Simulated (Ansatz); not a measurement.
# Nickel, simple cubic under r²SCAN: structure, energy and stiffness

The plan for nickel in the simple cubic structure: relax it, solve it on a dense k-mesh, switch on spin-orbit coupling, then scale the cell to 7 volumes from 88 to 112 % of the relaxed one and try a fit of the equation of state. The start is ferromagnetic. The k-meshes are 14×14×14 for the relaxation; 22×22×22 for the dense run; 14×14×14 for spin-orbit coupling; 15×15×15 for the volumes.

This is Ni in the simple cubic structure; at room conditions it is fcc.

Computed with Ansatz 0.2.0 (DFT r2SCAN, plane waves (500 eV) with PAW, scalar-relativistic; PBE-made PAW files, unless a step says otherwise).

## Step 1: The starting structure

The structure is cubic, space group Pm-3m (No. 221). Conventional cell: a = 2.278 Å, b = 2.278 Å, c = 2.278 Å, α = 90.00°, β = 90.00°, γ = 90.00°. Ni (site symmetry m-3m) has 6 Ni at 2.28 Å as nearest neighbours.

As a file:

```cif
data_structure
_symmetry_space_group_name_H-M 'Pm-3m'
_symmetry_Int_Tables_number 221
_cell_length_a 2.2776
_cell_length_b 2.2776
_cell_length_c 2.2776
_cell_angle_alpha 90.000
_cell_angle_beta 90.000
_cell_angle_gamma 90.000
_cell_volume 11.81
loop_
_atom_site_label
_atom_site_type_symbol
_atom_site_symmetry_multiplicity
_atom_site_Wyckoff_symbol
_atom_site_fract_x
_atom_site_fract_y
_atom_site_fract_z
_atom_site_occupancy
Ni1 Ni 1 a 0.00000 0.00000 0.00000 1
```

The atoms start with moments of +0.8 μB.

## Step 2: Relaxation of the cell

Contents of input.yaml:

```yaml
crystal:
  lattice:
    - [2.2775907947, 0.0, 0.0]
    - [0.0, 2.2775907947, 0.0]
    - [0.0, 0.0, 2.2775907947]
  atoms:
    - { symbol: Ni, position: [0.0, 0.0, 0.0], spin: 0.8 }
hamiltonian:
  xc: r2scan
  pseudopotentials:
    kind: paw
    azcp:
      Ni: "pseudopotentials/Ni.paw.azcp"
basis:
  ecutwfc: 500
  fft_grid_basis: typed
kpoints:
  mp_grid: { grid: [14, 14, 14], shift: [0, 0, 0] }
magnetization:
  spin_polarized: true
scf:
  occupations: { method: fermi_dirac, width: 0.05 }
relax:
  max_steps: 60
  f_tol: 0.01
  cell: {}
```

Started as:

```bash
$ ansatz run input.yaml --threads 1 --pin off --max-ram 3584MiB --backend cpu --events-out ev --progress --plain --runs-dir out
```

The runs that follow: Single point on a dense mesh; Spin-orbit coupling switched on; The cell scaled to 88 % of its volume; The cell scaled to 92 % of its volume; The cell scaled to 96 % of its volume; The cell scaled to 100 % of its volume; The cell scaled to 104 % of its volume; The cell scaled to 108 % of its volume; The cell scaled to 112 % of its volume.

Q: Predict the outcome of this session. Wanted: space group; conventional cell; volume; shortest distance; gap on the mesh; magnetic state; relative to fcc, ferromagnetic; magnetic state with spin-orbit coupling; V₀, B₀, B₀′.

**Answer**, as computed:

| quantity | value |
| --- | --- |
| space group (spins left aside) | Pm-3m (No. 221) |
| conventional cell | a = 2.305 Å |
| volume | 12.251 Å³/atom |
| shortest distance | 2.305 Å |
| gap on the mesh | none (levels filled in part) |
| magnetic state | ferromagnetic, up to 0.88 μB per atom |
| relative to fcc, ferromagnetic | +789 meV/atom |
| magnetic state with spin-orbit coupling | ferromagnetic, up to 0.89 μB per atom |
| V₀, B₀, B₀′ | 12.250 Å³/atom, 154 GPa, 3.6 |

In words: From the guessed start the volume grew by 3.7 % in 5 steps. It lies 789 meV/atom above the element's reference form at the same level (fcc, ferromagnetic, from a run of its own), so it is far from stable. The final state is ferromagnetic (largest moment 0.88 μB). Levels at the Fermi energy are filled in part, as in a metal. The spin-orbit run (on a coarser mesh) has the same spin moments. The total energy of the spin-orbit run lies +1.5 eV/atom from the scalar one, but the two kinds of run don't share a zero of energy: only differences within one kind count. The fitted modulus is 154 GPa. Relaxation kept the symmetry; phonons were not checked.
